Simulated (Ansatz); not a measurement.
In3As:

```xyz
4
Lattice="4.6717 0.0000 0.0000 0.0000 4.6717 0.0000 0.0000 0.0000 4.6717" Properties=species:S:1:pos:R:3 pbc="T T T"
In    2.3358    2.3358    0.0000
In    2.3358    0.0000    2.3358
In    0.0000    2.3358    2.3358
As    0.0000    0.0000    0.0000
```

The cell comes from a database or a generator and needn't be the stable form of this composition.

A run of Ansatz 0.2.0 on this cell left the log below. Logs are shortened: lines on timing, memory, paths and dates and some standing lists are left out, and cuts for length are marked.

```text
Warning: RAYON_NUM_THREADS=2 ignored (pool sized by the plan → 2); use --threads N
Engine: ansatz 0.2.0, x86_64-unknown-linux-gnu
Pseudopotentials: kind: paw
Pseudopotential: In, paw, valence charge 13, recommended cutoff 420 eV (normal), In.paw.azcp
Pseudopotential: As, paw, valence charge 15, recommended cutoff 420 eV (normal), As.paw.azcp
Functional definition: PBEsol
  exchange = pbesol_x
  correlation = pbesol_c
Crystal: 4 atoms, lattice volume = 101.958 Å³
Basis set: ecut = 420 eV, 1935 PW (Γ), exchange–correlation on 64×64×64 points (8 copies of the dense FFT grid, shifted against one another)
Bands: 33, of which v1, the nominal top of the filled ones, is band 27 counted from 1 (26 counted from 0)
Symmetry: 48 space group operations
Space group: Pm-3m (ITA 221), of the structure as read, at distance tolerance 4.7e-5 Å
k-points: 20 of 216
Non-local potential: In, projectors of the file, l = 0: 2, l = 1: 2, l = 2: 2, l = 3: 2
Non-local potential: As, projectors of the file, l = 0: 2, l = 1: 2, l = 2: 3, l = 3: 1
PAW form: soft (Blöchl's): semilocal exchange-correlation on the pseudo side does not see the compensation charge
PAW frozen core: In, regenerated for the run's functional, and the local potential with it (the file was generated under x = pbe(κ = 0.804, μ = 0.2195149727645171), c = pbe(β = 0.06672455060314922))
PAW frozen core: As, regenerated for the run's functional, and the local potential with it (the file was generated under x = pbe(κ = 0.804, μ = 0.2195149727645171), c = pbe(β = 0.06672455060314922))
PAW one-centre angular grid: In, 590 points (default); XC on 64 Gauss nodes
PAW one-centre angular grid: As, 590 points (default); XC on 64 Gauss nodes
Initial density: superposition of atomic densities (neutral atoms: chi_scale 0, normalization atom), corrected by the library's trained network
[... 75 lines left out ...]
  E_nonlocal   = 433.764727
  E_hartree    = 2101.756242
  E_xc         = -722.595410
  E_vxc        = -382.631147  (∫ρ·V_xc dr)
  E_paw        = -14035.443813  (= ΣΔE_a)
  E_vpaw       = -661.734846  (= ΣTr[D̂ρ^β])
  E_aug_tail   = 0.000084  (compensation charges beyond the density's cutoff)
  E_ewald      = -5321.596665
  E_core_change = 1.674136  (= ΣΔE_core)
  E_smearing   = -0.018868  (= −TS)
  E_closure    = 0.000000  (closes the sum)
  Σ components = -21388.916117   (vs F -21388.916117, Δ=0.00e0)
--- Forces (eV/Å), atoms counted from 1 ---
  atom   1  In     0.00000000     0.00000000     0.00000000
  atom   2  In    -0.00000000     0.00000000    -0.00000000
  atom   3  In    -0.00000000    -0.00000000     0.00000000
  atom   4  As     0.00000000     0.00000000     0.00000000
  max |Σ_I F_I| component: 1.59e-29 eV/Å
--- Stress (GPa, compression-positive) ---
        1.990450      -0.000000      -0.000000
       -0.000000       1.990450      -0.000000
       -0.000000      -0.000000       1.990450
  P = ⅓ Tr σ = 1.9905 GPa (19.905 kbar)
--- Band table (eV; the first three rows and the last of 20) ---
  k-point 0: bands = ["-24.4721", "-24.4721", "-24.4721", "-24.4719", "-24.4719", "-3.7270", "-3.6919", "-3.6919", "-3.6919", "-3.4833", "-3.4833", "-3.2671", "-3.2671", "-3.2671", "-3.1780", "-3.1780", "-3.0520", "-3.0067", "-3.0067", "-3.0067", "-0.7254", "4.7751", "7.8096", "7.8096", "7.8096", "9.2882", "9.2882", "13.2291", "13.2291", "13.2291", "15.8158", "15.8158", "15.8158"]
  k-point 1: bands = ["-24.4721", "-24.4721", "-24.4721", "-24.4719", "-24.4719", "-3.6911", "-3.6846", "-3.6537", "-3.6537", "-3.4776", "-3.4559", "-3.2745", "-3.2719", "-3.2719", "-3.2041", "-3.1774", "-3.0741", "-3.0567", "-3.0567", "-3.0066", "-0.5773", "4.3283", "7.0569", "8.0432", "8.0432", "9.4357", "10.7716", "12.7581", "12.8412", "12.8412", "14.6217", "15.3546", "15.3546"]
  k-point 2: bands = ["-24.4721", "-24.4721", "-24.4721", "-24.4719", "-24.4717", "-3.6692", "-3.6020", "-3.5474", "-3.5474", "-3.4632", "-3.3871", "-3.2901", "-3.2889", "-3.2889", "-3.2779", "-3.1789", "-3.1789", "-3.1777", "-3.1305", "-3.0066", "-0.1975", "3.3253", "6.7294", "8.6805", "8.6805", "9.8317", "11.3081", "11.6829", "11.6829", "13.0904", "13.9402", "15.5645", "15.5645"]
  k-point 19: bands = ["-24.4722", "-24.4722", "-24.4722", "-24.4715", "-24.4715", "-3.6591", "-3.5673", "-3.5673", "-3.5673", "-3.4809", "-3.4809", "-3.4809", "-3.2476", "-3.2476", "-3.2476", "-3.2061", "-3.2061", "-3.0500", "-3.0500", "-3.0500", "1.2284", "6.5981", "6.5981", "6.5981", "6.7474", "6.7474", "6.7474", "7.2711", "16.1777", "16.1777", "16.1777", "20.4804", "20.4804"]
--- Relaxed structure (4 steps of the walk, 4 accepted, 1 SCFs on fresh bases) ---
  F+E_penalty+E_count = -21388.91611684 eV   max|allowed force component| = 1.075e-29 eV/Å   (the final SCF, on the basis selected at the relaxed cell)
  cell:  # Å, volume = 93.0326 Å³
    - [4.5311839779292304, -1.5758520534543476e-33, 8.345696425678021e-34]
    - [-1.5758520534543476e-33, 4.5311839779292304, 2.5679065925163143e-34]
    - [8.345696425678021e-34, 2.5679065925163143e-34, 4.5311839779292304]
  atoms:
    - { symbol: In, position: [0.5, 0.5, 2.576601902485729e-36] }
    - { symbol: In, position: [0.5, 6.119429518355748e-36, 0.5] }
    - { symbol: In, position: [-5.582637455436315e-36, 0.5, 0.5] }
    - { symbol: As, position: [6.441504756184548e-36, -1.1809425386400592e-36, -8.588673008301461e-37] }
```

Question: Write the input and the command behind it.

Answer: Relaxation of cell and atoms with PBEsol, no spin polarisation. The files as run (others can give the same):

input.yaml
```yaml
crystal:
  lattice:
    - [4.671681, 0.0, 0.0]
    - [0.0, 4.671681, 0.0]
    - [0.0, 0.0, 4.671681]
  atoms:
    - { symbol: In, position: [0.5, 0.5, 0.0] }
    - { symbol: In, position: [0.5, 0.0, 0.5] }
    - { symbol: In, position: [0.0, 0.5, 0.5] }
    - { symbol: As, position: [0.0, 0.0, 0.0] }
hamiltonian:
  xc: pbesol
  pseudopotentials: { kind: paw }
kpoints:
  mp_grid: { grid: [6, 6, 6] }
scf:
  occupations: { method: fermi_dirac, width: 0.05 }
output:
  forces: true
  stress: true
  eigenvalues: true
  write_density: true
  write_potential: true
  elf: true
  volumetric_format: npy
relax:
  f_tol: 0.01
  max_steps: 40
  cell: { stress_tol: 0.05, p_target: 2.0 }
```

Potentials or basis: Ansatz PAW.
Launch:
```bash
$ ansatz run input.yaml --threads 2 --pin off --max-ram 5632MiB --backend cpu --events-out ev --progress --plain --runs-dir out
```

Caveat: the plane-wave basis is chosen anew once the cell has moved, so the energies of steps on either side of that aren't comparable; the PAW data sets come from PBE, with cores solved anew for the run's functional, which leaves a small shift of forces and pressure.
